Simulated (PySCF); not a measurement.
# H₁₂RhO₆ (+3): NMR shieldings

Wanted: NMR shieldings for H₁₂RhO₆ (+3) (`[OH2]->[Rh+3](<-[OH2])(<-[OH2])(<-[OH2])(<-[OH2])<-[OH2]`).

Computed with PySCF 2.14.0 and routines of our own; the level stands in each step. Atoms count from 0.

3 further runs of the same task are left out: 3 for a basis unfit for spin-orbit shieldings.

## 1. The system as given

19 atoms, charge 3, multiplicity 1; geometry from: GFN2-xTB.

## 2. NMR shieldings: PBE0/x2c-SVPall-2c Rh:us-x2c-SVPall-2c, spin-free

Job settings and geometry (Å):

```
{"job": {"xc": "PBE0", "basis": {"default": "x2c-SVPall-2c", "Rh": "us-x2c-SVPall-2c"}, "rel": "sf", "kind": "hnmr"}, "charge": 3, "multiplicity": 1}
Rh    -0.018650    -0.006080     0.009600
O     -0.055030     0.101630     2.039440
H     -0.200330     0.985710     2.418690
H      0.643620    -0.325020     2.562720
O     -0.143230    -0.176800    -2.029520
H      0.029170    -1.045440    -2.429320
H      0.117700     0.510120    -2.661700
O      2.034840    -0.028640     0.062720
H      2.502560     0.630600     0.602680
H      2.557790    -0.153320    -0.746300
O     -2.050350     0.057890    -0.002750
H     -2.550700    -0.256480     0.769240
H     -2.503250    -0.247380    -0.807470
O     -0.126670     2.034940     0.031260
H     -1.031720     2.390060    -0.025290
H      0.437360     2.598590    -0.523030
O      0.072170    -2.048060     0.016420
H     -0.631920    -2.562050     0.445920
H      0.916630    -2.460280     0.266680
```

Method: PBE0/x2c-SVPall-2c Rh:us-x2c-SVPall-2c GIAO NMR shielding, spin-free X2C, Gaussian nuclei, gas phase.

Run with:

```bash
$ OMP_NUM_THREADS=1 python heavy_run.py task.json out
```

One launch serves the whole session: the jobs run in the order shown.

Standard output:

```text
spin-free SCF
coarse grid: 68920 points
cycle   1  E = -5236.3848422722  dE =  4.587e+00  |g| = 3.882e+00  |ddm| = 7.455e+00
cycle   2  E = -5225.0667102097  dE =  1.132e+01  |g| = 1.054e+01  |ddm| = 1.755e+01
cycle   3  E = -5235.3320184632  dE = -1.027e+01  |g| = 4.843e+00  |ddm| = 1.302e+01
cycle   4  E = -5236.5538702418  dE = -1.222e+00  |g| = 3.680e+00  |ddm| = 3.902e+00
cycle   5  E = -5239.9036525034  dE = -3.350e+00  |g| = 8.257e-01  |ddm| = 2.881e+00
cycle   6  E = -5239.9652182350  dE = -6.157e-02  |g| = 6.931e-01  |ddm| = 1.078e+00
cycle   7  E = -5240.0499585556  dE = -8.474e-02  |g| = 1.050e-01  |ddm| = 4.292e-01
cycle   8  E = -5240.0513759512  dE = -1.417e-03  |g| = 6.180e-02  |ddm| = 7.171e-02
cycle   9  E = -5240.0517040030  dE = -3.281e-04  |g| = 4.205e-02  |ddm| = 2.910e-02
cycle  10  E = -5240.0519941583  dE = -2.902e-04  |g| = 9.683e-03  |ddm| = 3.039e-02
cycle  11  E = -5240.0520087047  dE = -1.455e-05  |g| = 4.434e-03  |ddm| = 9.825e-03
cycle  12  E = -5240.0520118639  dE = -3.159e-06  |g| = 1.029e-03  |ddm| = 2.978e-03
final grid: 145936 points
cycle  13  E = -5240.0517640254  dE = -1.279e-07  |g| = 1.391e-03  |ddm| = 2.661e-03
cycle  14  E = -5240.0517636182  dE =  4.072e-07  |g| = 2.194e-03  |ddm| = 2.387e-03
cycle  15  E = -5240.0517643363  dE = -7.181e-07  |g| = 3.234e-04  |ddm| = 1.491e-03
cycle  16  E = -5240.0517643523  dE = -1.606e-08  |g| = 4.927e-05  |ddm| = 1.965e-04
cycle  17  E = -5240.0517643533  dE = -9.641e-10  |g| = 2.894e-05  |ddm| = 7.696e-05
converged SCF energy = -5240.0517643533
check of the scalar solution
cycle   1  E = -5240.0517643530  dE = -5.240e+03  |FDS-SDF| = 2.894e-05
cycle   2  E = -5240.0517643532  dE = -2.265e-10  |FDS-SDF| = 3.802e-05
converged, E = -5240.0517643532

Field gradients (au) and densities at the nuclei (bohr^-3)
atom        Vxx        Vyy        Vzz        centre      nuclear mean
  0 Rh    -0.0147    -0.1420     0.1567      98395.402      98297.547
  1 O      0.6184     1.0781    -1.6965        285.774        285.774
  2 H     -0.1732    -0.2355     0.4086          0.321          0.321
  3 H     -0.1778    -0.2367     0.4145          0.322          0.322
  4 O      0.6633     1.1315    -1.7948        285.645        285.645
  5 H     -0.1757    -0.2378     0.4135          0.320          0.320
  6 H     -0.1787    -0.2441     0.4227          0.322          0.322
  7 O      0.6180     1.1109    -1.7289        285.712        285.712
  8 H     -0.1751    -0.2376     0.4127          0.322          0.322
  9 H     -0.1767    -0.2387     0.4154          0.322          0.322
 10 O      0.6098     1.0699    -1.6797        285.746        285.745
 11 H     -0.1771    -0.2343     0.4114          0.320          0.320
 12 H     -0.1764    -0.2338     0.4102          0.320          0.320
 13 O      0.5991     1.0807    -1.6798        285.766        285.766
 14 H     -0.1727    -0.2323     0.4050          0.320          0.320
 15 H     -0.1789    -0.2377     0.4166          0.322          0.322
 16 O      0.6089     1.0776    -1.6865        285.762        285.762
 17 H     -0.1758    -0.2381     0.4138          0.322          0.322
 18 H     -0.1756    -0.2352     0.4109          0.322          0.322
without picture change
  0 Rh                           0.1526                    163586.775

Core orbital energies (eV)
atom   shell        mean    spread
  0 Rh 1s       -23100.320   0.000
  0 Rh 2s        -3384.755   0.000
  0 Rh 3s         -628.034   0.000
  0 Rh 4s         -104.372   0.000
  0 Rh 2p        -3034.825   0.016
  0 Rh 3p         -511.903   0.037
  0 Rh 4p          -70.853   0.103
  0 Rh 3d         -325.976   0.023

Shielding tensors (ppm)
atom      isotropic    diamagn.    paramagn.     s11        s22        s33       span
  0 Rh   -11739.10     4435.01   -16174.12  -11995.26  -11792.97  -11429.09     566.17
  1 O       434.98      385.18       49.79     305.38     383.50     616.06     310.68
  2 H        28.79       27.71        1.08      18.41      21.67      46.30      27.89
  3 H        28.53       27.70        0.83      18.61      21.38      45.59      26.98
  4 O       433.14      385.08       48.06     309.30     370.94     619.18     309.87
  5 H        28.74       27.88        0.86      18.65      21.18      46.40      27.76
  6 H        28.49       28.03        0.46      18.73      21.01      45.73      27.00
  7 O       436.79      385.30       51.50     307.86     387.47     615.05     307.19
  8 H        28.74       28.10        0.64      18.76      21.36      46.10      27.34
  9 H        28.56       28.09        0.48      18.43      21.49      45.77      27.34
 10 O       431.04      385.13       45.90     305.76     372.87     614.48     308.72
 11 H        28.19       27.52        0.67      18.04      21.04      45.47      27.43
 12 H        28.45       27.52        0.94      18.08      21.11      46.17      28.09
 13 O       429.64      384.96       44.67     304.37     375.30     609.24     304.88
 14 H        28.62       27.81        0.81      18.04      21.42      46.41      28.37
 15 H        28.23       27.95        0.28      18.47      21.04      45.19      26.71
 16 O       432.24      384.90       47.34     305.87     383.00     607.84     301.97
 17 H        28.29       27.63        0.66      18.11      21.01      45.76      27.65
 18 H        28.55       27.81        0.74      18.40      21.49      45.78      27.38
```

Run time: 80 s. Hardware: 1 thread of Arm Neoverse V2, shared host; peak memory 1.2 GiB.

## 3. NMR shieldings: PBE0/x2c-SVPall-2c Rh:us-x2c-SVPall-2c in water, spin-free

Settings changed since step 2:

```diff
@@ -1,2 +1,2 @@
-{"job": {"xc": "PBE0", "basis": {"default": "x2c-SVPall-2c", "Rh": "us-x2c-SVPall-2c"}, "rel": "sf", "kind": "hnmr"}, "charge": 3, "multiplicity": 1}
+{"job": {"xc": "PBE0", "basis": {"default": "x2c-SVPall-2c", "Rh": "us-x2c-SVPall-2c"}, "rel": "sf", "solvent": "water", "kind": "hnmr"}, "charge": 3, "multiplicity": 1}
 Rh    -0.018650    -0.006080     0.009600
```

Method: PBE0/x2c-SVPall-2c Rh:us-x2c-SVPall-2c GIAO NMR shielding, spin-free X2C, Gaussian nuclei, IEF-PCM water.

Standard output:

```text
spin-free SCF
coarse grid: 68920 points
cycle   1  E = -5237.1963873370  dE =  3.776e+00  |g| = 3.839e+00  |ddm| = 7.543e+00
cycle   2  E = -5226.6364017026  dE =  1.056e+01  |g| = 1.030e+01  |ddm| = 1.705e+01
cycle   3  E = -5236.7300558786  dE = -1.009e+01  |g| = 4.641e+00  |ddm| = 1.255e+01
cycle   4  E = -5239.6071378974  dE = -2.877e+00  |g| = 2.469e+00  |ddm| = 3.322e+00
cycle   5  E = -5240.6814030626  dE = -1.074e+00  |g| = 5.900e-01  |ddm| = 1.720e+00
cycle   6  E = -5240.7323035330  dE = -5.090e-02  |g| = 3.020e-01  |ddm| = 4.778e-01
cycle   7  E = -5240.7472068270  dE = -1.490e-02  |g| = 9.897e-02  |ddm| = 2.313e-01
cycle   8  E = -5240.7490523457  dE = -1.846e-03  |g| = 1.684e-02  |ddm| = 7.348e-02
cycle   9  E = -5240.7490970467  dE = -4.470e-05  |g| = 1.077e-02  |ddm| = 1.791e-02
cycle  10  E = -5240.7491214868  dE = -2.444e-05  |g| = 2.013e-03  |ddm| = 8.876e-03
cycle  11  E = -5240.7491235262  dE = -2.039e-06  |g| = 8.435e-04  |ddm| = 3.459e-03
final grid: 145936 points
cycle  12  E = -5240.7488812596  dE = -7.609e-07  |g| = 9.677e-04  |ddm| = 3.494e-03
cycle  13  E = -5240.7488812954  dE = -3.584e-08  |g| = 1.268e-03  |ddm| = 1.756e-03
cycle  14  E = -5240.7488815724  dE = -2.770e-07  |g| = 1.419e-04  |ddm| = 8.445e-04
cycle  15  E = -5240.7488815928  dE = -2.039e-08  |g| = 1.271e-04  |ddm| = 3.779e-04
cycle  16  E = -5240.7488816061  dE = -1.330e-08  |g| = 6.232e-05  |ddm| = 4.693e-04
cycle  17  E = -5240.7488816069  dE = -8.140e-10  |g| = 1.195e-05  |ddm| = 6.683e-05
converged SCF energy = -5240.7488816069
check of the scalar solution
cycle   1  E = -5240.7488816070  dE = -5.241e+03  |FDS-SDF| = 1.195e-05
cycle   2  E = -5240.7488816068  dE =  2.256e-10  |FDS-SDF| = 1.286e-05
converged, E = -5240.7488816068

Field gradients (au) and densities at the nuclei (bohr^-3)
atom        Vxx        Vyy        Vzz        centre      nuclear mean
  0 Rh    -0.0168    -0.1394     0.1563      98395.353      98297.498
  1 O      0.6174     1.0766    -1.6940        285.767        285.767
  2 H     -0.1735    -0.2358     0.4093          0.322          0.322
  3 H     -0.1774    -0.2363     0.4137          0.322          0.322
  4 O      0.6723     1.1334    -1.8057        285.647        285.647
  5 H     -0.1766    -0.2384     0.4151          0.321          0.321
  6 H     -0.1782    -0.2441     0.4223          0.322          0.322
  7 O      0.6400     1.0950    -1.7350        285.714        285.714
  8 H     -0.1748    -0.2376     0.4124          0.322          0.322
  9 H     -0.1766    -0.2388     0.4153          0.322          0.322
 10 O      0.6057     1.0847    -1.6904        285.741        285.741
 11 H     -0.1774    -0.2345     0.4118          0.321          0.321
 12 H     -0.1769    -0.2344     0.4113          0.321          0.321
 13 O      0.6070     1.0771    -1.6841        285.766        285.765
 14 H     -0.1735    -0.2331     0.4067          0.322          0.322
 15 H     -0.1781    -0.2374     0.4155          0.321          0.321
 16 O      0.6108     1.0758    -1.6866        285.761        285.760
 17 H     -0.1756    -0.2384     0.4140          0.322          0.322
 18 H     -0.1756    -0.2355     0.4111          0.322          0.322
without picture change
  0 Rh                           0.1518                    163586.693

Core orbital energies (eV)
atom   shell        mean    spread
  0 Rh 1s       -23087.711   0.000
  0 Rh 2s        -3372.145   0.000
  0 Rh 3s         -615.421   0.000
  0 Rh 4s          -91.750   0.000
  0 Rh 2p        -3022.214   0.016
  0 Rh 3p         -499.291   0.040
  0 Rh 4p          -58.230   0.110
  0 Rh 3d         -313.364   0.024

Shielding tensors (ppm)
atom      isotropic    diamagn.    paramagn.     s11        s22        s33       span
  0 Rh   -12082.49     4434.29   -16516.78  -12323.52  -12128.56  -11795.39     528.13
  1 O       433.73      384.19       49.54     305.54     382.24     613.40     307.86
  2 H        28.91       27.89        1.02      18.29      22.00      46.45      28.16
  3 H        28.50       27.85        0.65      18.33      21.51      45.65      27.31
  4 O       431.19      384.02       47.17     308.85     368.70     616.03     307.18
  5 H        28.94       28.06        0.88      18.67      21.61      46.53      27.87
  6 H        28.45       28.19        0.27      18.50      21.17      45.69      27.19
  7 O       435.64      384.13       51.51     307.94     385.81     613.18     305.25
  8 H        28.69       28.21        0.48      18.47      21.48      46.13      27.66
  9 H        28.55       28.23        0.32      18.20      21.62      45.84      27.64
 10 O       428.63      384.16       44.46     305.08     371.15     609.65     304.57
 11 H        28.25       27.69        0.55      17.91      21.32      45.51      27.61
 12 H        28.60       27.69        0.91      18.01      21.52      46.26      28.24
 13 O       427.85      383.86       43.99     304.17     373.31     606.06     301.89
 14 H        28.81       27.97        0.84      18.03      21.86      46.55      28.52
 15 H        28.14       28.10        0.04      18.12      21.13      45.17      27.05
 16 O       430.80      383.84       46.97     306.13     381.27     605.00     298.87
 17 H        28.34       27.80        0.54      17.94      21.26      45.82      27.89
 18 H        28.63       27.95        0.67      18.23      21.74      45.90      27.67
```

It took 81 s on 1 thread of Arm Neoverse V2, shared host; peak memory 1.3 GiB.

## 4. NMR shieldings: PBE0/x2c-SVPall-2c Rh:us-x2c-SVPall-2c in dichloromethane, spin-free

Settings changed since step 3:

```diff
@@ -1,2 +1,2 @@
-{"job": {"xc": "PBE0", "basis": {"default": "x2c-SVPall-2c", "Rh": "us-x2c-SVPall-2c"}, "rel": "sf", "solvent": "water", "kind": "hnmr"}, "charge": 3, "multiplicity": 1}
+{"job": {"xc": "PBE0", "basis": {"default": "x2c-SVPall-2c", "Rh": "us-x2c-SVPall-2c"}, "rel": "sf", "solvent": "dichloromethane", "kind": "hnmr"}, "charge": 3, "multiplicity": 1}
 Rh    -0.018650    -0.006080     0.009600
```

Method: PBE0/x2c-SVPall-2c Rh:us-x2c-SVPall-2c GIAO NMR shielding, spin-free X2C, Gaussian nuclei, IEF-PCM dichloromethane.

Standard output:

```text
spin-free SCF
coarse grid: 68920 points
cycle   1  E = -5237.1116557158  dE =  3.861e+00  |g| = 3.845e+00  |ddm| = 7.534e+00
cycle   2  E = -5226.4439837826  dE =  1.067e+01  |g| = 1.034e+01  |ddm| = 1.714e+01
cycle   3  E = -5236.5772636428  dE = -1.013e+01  |g| = 4.666e+00  |ddm| = 1.264e+01
cycle   4  E = -5239.4771088384  dE = -2.900e+00  |g| = 2.520e+00  |ddm| = 3.381e+00
cycle   5  E = -5240.6158922883  dE = -1.139e+00  |g| = 5.674e-01  |ddm| = 1.769e+00
cycle   6  E = -5240.6586418698  dE = -4.275e-02  |g| = 3.359e-01  |ddm| = 5.008e-01
cycle   7  E = -5240.6778405916  dE = -1.920e-02  |g| = 8.747e-02  |ddm| = 2.476e-01
cycle   8  E = -5240.6792949377  dE = -1.454e-03  |g| = 1.890e-02  |ddm| = 6.994e-02
cycle   9  E = -5240.6793539794  dE = -5.904e-05  |g| = 1.069e-02  |ddm| = 1.898e-02
cycle  10  E = -5240.6793791040  dE = -2.512e-05  |g| = 2.180e-03  |ddm| = 9.407e-03
cycle  11  E = -5240.6793813611  dE = -2.257e-06  |g| = 9.142e-04  |ddm| = 3.598e-03
final grid: 145936 points
cycle  12  E = -5240.6791384268  dE = -8.076e-07  |g| = 1.069e-03  |ddm| = 3.624e-03
cycle  13  E = -5240.6791384333  dE = -6.469e-09  |g| = 1.449e-03  |ddm| = 1.935e-03
cycle  14  E = -5240.6791387872  dE = -3.539e-07  |g| = 1.716e-04  |ddm| = 9.644e-04
cycle  15  E = -5240.6791388081  dE = -2.090e-08  |g| = 1.417e-04  |ddm| = 3.558e-04
cycle  16  E = -5240.6791388247  dE = -1.661e-08  |g| = 7.703e-05  |ddm| = 5.147e-04
cycle  17  E = -5240.6791388261  dE = -1.378e-09  |g| = 1.236e-05  |ddm| = 9.492e-05
converged SCF energy = -5240.6791388261
check of the scalar solution
cycle   1  E = -5240.6791388260  dE = -5.241e+03  |FDS-SDF| = 1.236e-05
cycle   2  E = -5240.6791388262  dE = -2.165e-10  |FDS-SDF| = 1.472e-05
converged, E = -5240.6791388262

Field gradients (au) and densities at the nuclei (bohr^-3)
atom        Vxx        Vyy        Vzz        centre      nuclear mean
  0 Rh    -0.0169    -0.1394     0.1563      98395.360      98297.505
  1 O      0.6174     1.0773    -1.6948        285.769        285.768
  2 H     -0.1735    -0.2358     0.4093          0.322          0.322
  3 H     -0.1774    -0.2364     0.4139          0.322          0.322
  4 O      0.6706     1.1340    -1.8046        285.648        285.647
  5 H     -0.1765    -0.2384     0.4148          0.321          0.321
  6 H     -0.1784    -0.2442     0.4226          0.322          0.322
  7 O      0.6354     1.0984    -1.7338        285.715        285.715
  8 H     -0.1749    -0.2377     0.4125          0.322          0.322
  9 H     -0.1766    -0.2388     0.4155          0.322          0.322
 10 O      0.6068     1.0818    -1.6886        285.743        285.742
 11 H     -0.1773    -0.2345     0.4118          0.321          0.321
 12 H     -0.1768    -0.2343     0.4112          0.321          0.321
 13 O      0.6050     1.0787    -1.6837        285.766        285.766
 14 H     -0.1734    -0.2330     0.4063          0.321          0.321
 15 H     -0.1783    -0.2376     0.4159          0.322          0.322
 16 O      0.6103     1.0774    -1.6878        285.762        285.761
 17 H     -0.1757    -0.2384     0.4141          0.322          0.322
 18 H     -0.1756    -0.2355     0.4111          0.322          0.322
without picture change
  0 Rh                           0.1518                    163586.704

Core orbital energies (eV)
atom   shell        mean    spread
  0 Rh 1s       -23088.967   0.000
  0 Rh 2s        -3373.401   0.000
  0 Rh 3s         -616.678   0.000
  0 Rh 4s          -93.008   0.000
  0 Rh 2p        -3023.471   0.016
  0 Rh 3p         -500.547   0.039
  0 Rh 4p          -59.486   0.108
  0 Rh 3d         -314.620   0.024

Shielding tensors (ppm)
atom      isotropic    diamagn.    paramagn.     s11        s22        s33       span
  0 Rh   -12035.14     4434.40   -16469.54  -12279.95  -12082.91  -11742.57     537.38
  1 O       433.77      384.32       49.45     305.51     382.25     613.56     308.05
  2 H        28.90       27.87        1.03      18.31      21.96      46.42      28.11
  3 H        28.51       27.83        0.67      18.38      21.51      45.63      27.25
  4 O       431.39      384.15       47.24     308.90     368.87     616.39     307.48
  5 H        28.90       28.03        0.87      18.66      21.54      46.51      27.85
  6 H        28.48       28.17        0.31      18.56      21.17      45.71      27.14
  7 O       435.67      384.28       51.39     307.90     385.81     613.31     305.41
  8 H        28.71       28.20        0.51      18.52      21.48      46.12      27.60
  9 H        28.57       28.21        0.36      18.25      21.63      45.83      27.58
 10 O       429.01      384.28       44.73     305.26     371.31     610.48     305.22
 11 H        28.24       27.67        0.58      17.93      21.29      45.51      27.58
 12 H        28.57       27.66        0.91      18.01      21.45      46.24      28.23
 13 O       428.06      384.02       44.05     304.21     373.52     606.45     302.24
 14 H        28.77       27.94        0.83      18.01      21.78      46.52      28.51
 15 H        28.18       28.09        0.09      18.20      21.15      45.18      26.98
 16 O       430.92      383.98       46.94     306.04     381.37     605.35     299.31
 17 H        28.34       27.78        0.57      17.98      21.24      45.82      27.84
 18 H        28.62       27.93        0.68      18.26      21.71      45.88      27.62
```

It took 81 s on 1 thread of Arm Neoverse V2, shared host; peak memory 1.4 GiB.

## 5. Shieldings side by side

```
                                                                         run       Rh0    O10     O4    O13    O16     O1     O7  time
                   step 2, PBE0/x2c-SVPall-2c Rh:us-x2c-SVPall-2c, spin-free  -11739.1  431.0  433.1  429.6  432.2  435.0  436.8  80 s
          step 3, PBE0/x2c-SVPall-2c Rh:us-x2c-SVPall-2c in water, spin-free  -12082.5  428.6  431.2  427.8  430.8  433.7  435.6  81 s
step 4, PBE0/x2c-SVPall-2c Rh:us-x2c-SVPall-2c in dichloromethane, spin-free  -12035.1  429.0  431.4  428.1  430.9  433.8  435.7  81 s
```

## 6. Outcome

| quantity | value |
| --- | --- |
| shieldings (step 2, PBE0/x2c-SVPall-2c Rh:us-x2c-SVPall-2c, spin-free) | Rh0 -11739.1, O1 435.0, O4 433.1, O7 436.8, O10 431.0, O13 429.6, O16 432.2 ppm |
| shieldings (step 3, PBE0/x2c-SVPall-2c Rh:us-x2c-SVPall-2c in water, spin-free) | Rh0 -12082.5, O1 433.7, O4 431.2, O7 435.6, O10 428.6, O13 427.8, O16 430.8 ppm |
| shieldings (step 4, PBE0/x2c-SVPall-2c Rh:us-x2c-SVPall-2c in dichloromethane, spin-free) | Rh0 -12035.1, O1 433.8, O4 431.4, O7 435.7, O10 429.0, O13 428.1, O16 430.9 ppm |

In step 2, Rh0 has the widest tensor, 566 ppm. A continuum can't give the shift that close solvent molecules cause at an ion. Rh0 moves most between the runs, by 343 ppm; the labels say what changes from run to run. No run holds spin-orbit coupling, which is large for shieldings at and beside heavy atoms. The geometry comes from tight binding, which is rough for metal atoms, and these values hang on it.
